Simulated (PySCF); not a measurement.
Molecule: NMgH3, in a box.

```
CELL_PARAMETERS angstrom
11.00000 0.00000 0.00000
0.00000 14.00000 0.00000
0.00000 0.00000 11.00000
ATOMIC_POSITIONS crystal
N 0.49348 0.39630 0.49308
Mg 0.53001 0.53172 0.46849
H 0.43537 0.36653 0.44941
H 0.53243 0.36126 0.55739
H 0.56650 0.64693 0.44703
```

The cell isn't the ideal one: atoms moved at random, drawn with an rms of 0.05 Å.

Base run:

```yaml
Program: PySCF 2.14.0
Functional: BP86
Potentials_or_basis: cc-pvdz (all-electron)
k_mesh: 1 × 1 × 1
Occupations: fixed
Spin: no spin polarisation
```

Its results: gap between the frontier levels 3.62 eV.

The run is repeated on the same cell with these changes: functional from BP86 to PBE. What comes out?

Gap between the frontier levels 3.53 eV.

Caveats: this is a molecule in a periodic box at the Γ point, so its band gap is the HOMO-LUMO gap; the basis of atomic orbitals isn't converged, which shifts pressures, moduli and gaps.

